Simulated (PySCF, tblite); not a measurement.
# C2H9BrO2Si2: geometry, infrared bands and NMR shifts

What infrared bands and NMR shifts should C2H9BrO2Si2 (`CCO[SiH2]O[SiH2]Br`) show?

Programs: tblite 0.8.0 and PySCF 2.14.0, with density-fitted response routines of our own. Each step states its level of theory. These are calculated values for one molecule in the gas phase, unless marked as measured. Atoms count from 0, in the outputs and in this text.

### 1 The molecule as given

16 atoms, charge 0, multiplicity 1; geometry from: force field or distance geometry start.

Bonds of the start (Å): C0–C1 1.50, C1–O2 1.42, O2–Si3 1.70, Si3–O4 1.70, O4–Si5 1.68, Si5–Br6 2.25, C0–H7 1.12, C0–H8 1.11, C0–H9 1.12, C1–H10 1.10, C1–H11 1.11, Si3–H12 1.45, Si3–H13 1.48, Si5–H14 1.46, Si5–H15 1.50.

### 2 Relaxing the molecule with GFN2-xTB

The job: settings as JSON, then the geometry in Å.

```
{"job": {"kind": "relax", "xc": "GFN2-xTB", "basis": "xTB"}, "charge": 0, "multiplicity": 1}
C     -2.815800    -0.159500     0.054900
C     -1.512400     0.337100    -0.483900
O     -0.606000     0.700000     0.551600
Si     0.791300     1.227400    -0.270800
O      2.214900     1.176600     0.657000
Si     2.900600    -0.342600     0.893600
Br     3.544500    -1.392500    -0.984600
H     -3.535000     0.693800     0.064000
H     -2.722100    -0.604300     1.069700
H     -3.213700    -0.947300    -0.637800
H     -1.056200    -0.401000    -1.165200
H     -1.716500     1.288600    -1.011200
H      0.890400     0.424200    -1.476400
H      0.593800     2.654100    -0.624600
H      2.085500    -1.277100     1.668400
H      4.149100    -0.100900     1.683900
```

Command:

```console
> OMP_NUM_THREADS=1 python probes_run.py task.json out
```

The driver reads the jobs from task.json and runs them one after another.

Standard output:

```text
step      E/eV     max force
  0    -672.96309    2.562
  1    -673.25668    1.772
  2    -673.43504    1.020
  3    -673.48762    0.778
  4    -673.55856    0.509
  5    -673.58020    0.570
  6    -673.65174    0.456
  7    -673.67364    0.487
  8    -673.70200    0.394
  9    -673.72844    0.399
 10    -673.76217    0.433
 11    -673.79802    0.525
 12    -673.83052    0.523
 13    -673.85088    0.374
 14    -673.86953    0.420
 15    -673.89036    0.363
 16    -673.90836    0.366
 17    -673.92523    0.404
 18    -673.94144    0.351
 19    -673.95609    0.262
 20    -673.96756    0.257
 21    -673.97583    0.238
 22    -673.98256    0.227
 23    -673.98887    0.201
 24    -673.99410    0.216
 25    -673.99821    0.211
 26    -674.00189    0.140
 27    -674.00537    0.141
 28    -674.00838    0.142
 29    -674.01074    0.116
 30    -674.01246    0.089
 31    -674.01396    0.082
 32    -674.01565    0.088
 33    -674.01713    0.112
 34    -674.01864    0.115
 35    -674.02057    0.129
 36    -674.02351    0.155
 37    -674.02784    0.221
 38    -674.03313    0.234
 39    -674.03824    0.235
 40    -674.04326    0.234
 41    -674.04854    0.210
 42    -674.05131    0.325
 43    -674.05753    0.240
 44    -674.06176    0.154
 45    -674.06818    0.200
 46    -674.07102    0.204
 47    -674.07846    0.243
 48    -674.08260    0.258
 49    -674.08546    0.231
 50    -674.08851    0.109
 51    -674.08998    0.066
 52    -674.09118    0.071
 53    -674.09211    0.079
 54    -674.09367    0.082
 55    -674.09494    0.077
 56    -674.09588    0.066
 57    -674.09657    0.059
 58    -674.09717    0.072
 59    -674.09782    0.062
 60    -674.09862    0.080
 61    -674.09937    0.077
 62    -674.09988    0.053
 63    -674.10023    0.051
 64    -674.10050    0.037
 65    -674.10084    0.050
 66    -674.10122    0.050
 67    -674.10158    0.041
 68    -674.10187    0.056
 69    -674.10223    0.059
 70    -674.10269    0.058
 71    -674.10321    0.062
 72    -674.10367    0.044
 73    -674.10399    0.043
 74    -674.10422    0.044
 75    -674.10442    0.031
 76    -674.10465    0.045
 77    -674.10489    0.033
 78    -674.10509    0.037
 79    -674.10521    0.029
 80    -674.10532    0.027
 81    -674.10546    0.030
 82    -674.10564    0.038
 83    -674.10581    0.031
 84    -674.10590    0.023
 85    -674.10596    0.020
 86    -674.10604    0.022
 87    -674.10613    0.026
 88    -674.10621    0.019
 89    -674.10625    0.011
 90    -674.10627    0.011
 91    -674.10629    0.012
 92    -674.10632    0.013
 93    -674.10635    0.014
 94    -674.10640    0.018
 95    -674.10646    0.017
 96    -674.10652    0.023
 97    -674.10657    0.018
 98    -674.10660    0.011
 99    -674.10661    0.009
```

It took 0.9 s on 1 thread of Arm Neoverse V1, shared host; peak memory 0.18 GiB.

Along the way: (not every step is listed)

```csv
step,energy from step 0 (eV),largest force (eV/Å)
0,0.0000,2.5624
1,-0.2936,1.7723
2,-0.4719,1.0203
3,-0.5245,0.7780
4,-0.5955,0.5085
5,-0.6171,0.5697
6,-0.6887,0.4560
7,-0.7106,0.4867
8,-0.7389,0.3944
16,-0.9453,0.3659
24,-1.0310,0.2156
32,-1.0526,0.0882
40,-1.0802,0.2343
48,-1.1195,0.2576
56,-1.1328,0.0659
64,-1.1374,0.0370
72,-1.1406,0.0439
80,-1.1422,0.0274
88,-1.1431,0.0186
94,-1.1433,0.0175
95,-1.1434,0.0175
96,-1.1434,0.0232
97,-1.1435,0.0182
98,-1.1435,0.0109
99,-1.1435,0.0094
```

Close pairs (by a distance rule), those that changed most:

```
   bond  before (Å)  after (Å)  change (Å)
 O2–Si3       1.705      1.610      -0.095
 O4–Si5       1.683      1.602      -0.081
 Si3–O4       1.700      1.621      -0.079
Si5–Br6       2.246      2.197      -0.049
Si5–H15       1.497      1.450      -0.048
  C0–H9       1.122      1.086      -0.036
  C0–H7       1.116      1.087      -0.029
Si3–H13       1.483      1.457      -0.026
```

The next job starts from the end point, and lists it.

### 3 Harmonic vibrations with GFN2-xTB

The job: settings as JSON, then the geometry in Å.

```
{"job": {"kind": "ir", "xc": "GFN2-xTB", "basis": "xTB"}, "charge": 0, "multiplicity": 1}
C     -2.731655    -0.089905     0.245405
C     -1.692813     0.194454    -0.828666
O     -0.410565     0.207050    -0.261797
Si     0.805775     1.218244    -0.561107
O      1.953372     0.777400     0.495349
Si     2.882875    -0.357271     1.140498
Br     3.868647    -1.437646    -0.499537
H     -2.713678     0.695377     0.996992
H     -2.515354    -1.038820     0.728968
H     -3.721612    -0.134263    -0.199887
H     -1.717529    -0.584402    -1.599357
H     -1.899420     1.156213    -1.310370
H      1.341155     1.060045    -1.908745
H      0.520469     2.595130    -0.179147
H      2.109152    -1.346013     1.866097
H      3.913582     0.360833     1.863893
```

Standard output:

```text
mode    cm-1     km/mol
  1     -37.2      0.27
  2      -4.0      2.10
  3      34.0      8.59
  4      53.6      4.70
  5      79.9      2.33
  6     143.0      0.46
  7     203.0     15.93
  8     222.0      0.53
  9     282.4     17.23
 10     372.2      3.73
 11     437.8     14.28
 12     525.6    121.57
 13     570.5    126.05
 14     598.3     19.05
 15     616.1     12.06
 16     626.1      9.63
 17     750.6    699.92
 18     769.1    325.21
 19     775.3     35.67
 20     803.7    238.50
 21     814.5    115.80
 22     829.0      2.65
 23    1006.7     44.03
 24    1093.6     42.98
 25    1112.4    738.12
 26    1147.8      1.94
 27    1174.4    170.11
 28    1267.3      4.97
 29    1346.0     10.42
 30    1399.5     12.20
 31    1476.0      4.44
 32    1488.2      0.86
 33    1492.7      2.45
 34    2288.1    349.48
 35    2324.2    133.96
 36    2359.4    301.77
 37    2376.7    160.19
 38    2909.2     44.21
 39    2931.1     52.09
 40    3043.7     22.95
 41    3047.8     20.30
 42    3050.3     26.27
```

Run time: 0.67 s. Hardware: 1 thread of Arm Neoverse V1, shared host; peak memory 0.18 GiB.

Which atoms move in the most intense modes:

```csv
cm⁻¹,km/mol,atoms
751,699.9,"H14 38 %, H15 36 %"
769,325.2,"H15 43 %, H14 41 %"
804,238.5,"H12 45 %, H13 41 %"
1112,738.1,O4 67 %
1174,170.1,"O2 44 %, C1 30 %"
2288,349.5,"H12 67 %, H13 29 %"
2359,301.8,"H14 73 %, H15 23 %"
2377,160.2,"H15 74 %, H14 24 %"
```

### 4 Nuclear shieldings: PBE0/pcSseg-1

Settings changed since step 3:

```diff
@@ -1,2 +1,2 @@
-{"job": {"kind": "ir", "xc": "GFN2-xTB", "basis": "xTB"}, "charge": 0, "multiplicity": 1}
+{"job": {"kind": "nmr", "xc": "PBE0", "basis": "pcSseg-1"}, "charge": 0, "multiplicity": 1}
 C     -2.731655    -0.089905     0.245405
```

Method: GIAO PBE0/pcSseg-1 NMR shielding, non-relativistic, gas phase.

Standard output:

```text
coarse grid: 63128 points
cycle   1  E = -3384.0736523824  dE = -3.594e-01  |g| = 1.186e+00  |ddm| = 3.649e+00
cycle   2  E = -3383.8045870023  dE =  2.691e-01  |g| = 1.581e+00  |ddm| = 1.923e+00
cycle   3  E = -3384.2417716822  dE = -4.372e-01  |g| = 2.453e-01  |ddm| = 1.446e+00
cycle   4  E = -3384.2516577499  dE = -9.886e-03  |g| = 5.195e-02  |ddm| = 1.981e-01
cycle   5  E = -3384.2521678403  dE = -5.101e-04  |g| = 1.949e-02  |ddm| = 5.474e-02
cycle   6  E = -3384.2522410500  dE = -7.321e-05  |g| = 5.240e-03  |ddm| = 1.665e-02
cycle   7  E = -3384.2522449837  dE = -3.934e-06  |g| = 1.805e-03  |ddm| = 4.591e-03
final grid: 130112 points
cycle   8  E = -3384.2522674816  dE =  6.043e-07  |g| = 2.658e-03  |ddm| = 3.307e-03
cycle   9  E = -3384.2522657205  dE =  1.761e-06  |g| = 4.159e-03  |ddm| = 4.404e-03
cycle  10  E = -3384.2522687295  dE = -3.009e-06  |g| = 2.449e-04  |ddm| = 2.753e-03
cycle  11  E = -3384.2522687421  dE = -1.268e-08  |g| = 1.674e-05  |ddm| = 1.932e-04
cycle  12  E = -3384.2522687422  dE = -6.730e-11  |g| = 5.702e-06  |ddm| = 2.097e-05
converged SCF energy = -3384.2522687422

GIAO shielding tensors (ppm)
atom      isotropic    diamagn.    paramagn.     s11        s22        s33       span
  0 C      166.452     246.999     -80.547    148.563    164.941    185.853     37.290
  1 C      127.876     241.218    -113.342     96.392    119.095    168.139     71.747
  2 O      291.952     403.339    -111.387    255.723    300.506    319.628     63.905
  3 Si     391.429     882.275    -490.845    371.036    386.405    416.847     45.811
  4 O      257.659     399.934    -142.275    218.053    257.045    297.879     79.826
  5 Si     371.634     878.377    -506.743    340.886    368.347    405.668     64.782
  6 Br    2598.318    3126.392    -528.073   2238.281   2715.735   2840.940    602.659
  7 H       30.284      29.793       0.491     26.671     28.818     35.363      8.692
  8 H       30.089      30.257      -0.168     26.383     28.775     35.109      8.727
  9 H       30.734      27.202       3.531     26.788     27.549     37.865     11.077
 10 H       27.581      29.724      -2.143     22.013     27.863     32.867     10.854
 11 H       27.860      29.569      -1.709     22.336     28.195     33.049     10.713
 12 H       26.650      30.793      -4.143     22.820     26.058     31.072      8.252
 13 H       26.837      30.537      -3.700     23.057     24.917     32.536      9.480
 14 H       25.837      30.024      -4.187     21.433     24.580     31.499     10.067
 15 H       26.019      26.705      -0.685     21.106     24.544     32.409     11.304
```

Run time: 51 s. Hardware: 1 thread of Arm Neoverse V1, shared host; peak memory 1 GiB.

Shifts follow as δ = σ(reference) − σ, with reference shieldings (ppm) from runs at the same level and on the same kind of geometry: 1H TMS 31.72, 13C TMS 186.9, 29Si TMS 349.2, 17O H2O 336.1, 79Br HBr 2622. The references are single molecules in the gas phase, so shifts against H2O, NH3, PH3, H3PO4 or CFCl3 are not on the usual liquid scales and can be off by tens of ppm. Atoms listed in one row are averaged.

```csv
atoms,environment,σ (ppm),δ (ppm),δ scaled to CDCl3
C1,sp3 CH2 bonded to O,127.9,59.0,55.7
C0,methyl carbon,166.5,20.5,18.1
"H14, H15","hydrogen on a silicon bonded to Br, O",25.93,5.79,–
"H12, H13",hydrogen on a silicon bonded to 2 O,26.74,4.97,–
"H10, H11",hydrogen on an sp3 CH2 bonded to O,27.72,4.00,3.87
"H7, H8, H9",hydrogen on a methyl carbon,30.37,1.35,1.38
O4,oxygen bonded to 2 Si,257.7,78.4,–
O2,"oxygen bonded to C, Si",292.0,44.1,–
Si5,"silicon bonded to Br, O, 2 H",371.6,-22.5,–
Si3,"silicon bonded to 2 O, 2 H",391.4,-42.3,–
Br6,bromine bonded to Si,2598,24,–
```

The scaled column applies a straight-line fit of computed shieldings to shifts measured in CDCl3, with any fitted terms for Cl, Br or S neighbours (root-mean-square error 0.16 ppm for H, 1.9 ppm for C).

The run also stored atomic charges by several schemes (e):

| atoms | Mulliken | IAO | Hirshfeld | ESP fit |
| --- | --- | --- | --- | --- |
| C0 | -0.28 | -0.43 | -0.12 | -0.41 |
| C1 | 0.03 | -0.04 | 0.02 | 0.31 |
| O2 | -0.63 | -0.66 | -0.22 | -0.40 |
| Si3 | 0.98 | 1.23 | 0.45 | 0.61 |
| O4 | -0.70 | -0.88 | -0.30 | -0.32 |
| Si5 | 0.92 | 0.98 | 0.40 | 0.29 |
| Br6 | -0.39 | -0.28 | -0.12 | -0.17 |

Mayer bond orders: C0–C1 1.06, C1–O2 0.88, O2–Si3 0.99, Si3–O4 0.93, O4–Si5 0.99, Si5–Br6 0.92.

The fields below are evaluated on a grid from the run's orbitals.

Frontier orbitals at PBE0/pcSseg-1, with the share of their density that lies nearest to each atom:

| orbital | energy (eV) | lies on |
| --- | --- | --- |
| HOMO | -8.22 | Br6 76 %; H14, H15 about 8 % each |
| LUMO | 0.47 | Si5 14 %; O4 12 %; 4 H atoms about 10 % each |

ELF in a plane through or near 7 of the atoms.

Values, 10 rows by 14 columns:
```
0.00 0.00 0.00 0.00 0.00 0.00 0.00 0.00 0.00 0.00 0.00 0.00 0.00 0.00
0.00 0.00 0.00 0.00 0.00 0.02 0.06 0.00 0.00 0.00 0.00 0.00 0.00 0.00
0.00 0.00 0.00 0.00 0.01 0.74 0.95 0.23 0.00 0.23 0.00 0.00 0.00 0.00
0.00 0.00 0.00 0.00 0.04 0.27 0.29 0.19 0.18 1.00 0.46 0.00 0.00 0.00
0.00 0.00 0.04 0.07 0.38 0.66 0.13 0.83 0.44 0.94 0.04 0.02 0.00 0.00
0.00 0.00 0.07 0.27 0.13 0.64 0.09 0.78 0.53 0.95 0.87 0.99 0.02 0.00
0.00 0.00 0.07 0.10 0.18 0.46 0.00 0.43 0.05 0.93 0.75 0.97 0.01 0.00
0.00 0.00 0.01 0.38 1.00 1.00 0.07 0.00 0.56 1.00 0.42 0.02 0.00 0.00
0.00 0.00 0.00 0.06 0.92 0.73 0.00 0.00 0.00 0.05 0.00 0.00 0.00 0.00
0.00 0.00 0.00 0.00 0.00 0.00 0.00 0.00 0.00 0.00 0.00 0.00 0.00 0.00
```
The map spans 13.5 Å across and 9.5 Å up, centred on the molecule. Atoms in the plane (x, y in Å): C1 (1.8, 0.3), O2 (0.4, 0.1), Si5 (-3.1, -0.8), H8 (2.3, -1.8), H9 (3.7, -0.7), H11 (2.1, 1.3), H14 (-2.5, -2.1).

On the surface of density 0.002 e/bohr³ the electrostatic potential runs, from the 1st to the 99th percentile, from -0.87 V near O2 to 1.39 V near H11.

### 5 Summary of results

| quantity | value |
| --- | --- |
| strongest single infrared mode (GFN2-xTB) | 1112 cm⁻¹, 738 km/mol |
| zero-point energy (GFN2-xTB) | 68.4 kcal/mol |
| 13C shifts against TMS (PBE0/pcSseg-1) | 59.0, 20.5 ppm |
| 1H shifts against TMS (PBE0/pcSseg-1, means over atoms taken as alike) | 5.79, 4.97, 4.00, 1.35 ppm |
| 17O shifts against H2O (PBE0/pcSseg-1) | 78.4, 44.1 ppm |
| 29Si shifts against TMS (PBE0/pcSseg-1) | -22.5, -42.3 ppm |
| 79Br shifts against HBr (PBE0/pcSseg-1) | 24 ppm |
| surface potential, 1st and 99th percentile | -0.87 V and 1.39 V |

Over 99 steps the energy fell by 1.144 eV; of the close pairs, O2–Si3 changed most, 1.705 to 1.610 Å. The lowest mode is imaginary (37i cm⁻¹), so the xTB geometry is not a minimum. The strongest single mode, at 1112 cm⁻¹, moves mainly O4. Unscaled tight-binding wavenumbers are off by several per cent, some by more. Its intensities can rank the bands wrongly. The most deshielded carbon is C1 (sp3 CH2 bonded to O), at 59.0 ppm: pulled downfield by the heteroatom. At PBE0/pcSseg-1: Shielding is most anisotropic at Br6 (span 603 ppm, paramagnetic term -528 ppm). Spin-orbit coupling is left out, which matters for shieldings and couplings at and beside the heavy atoms.
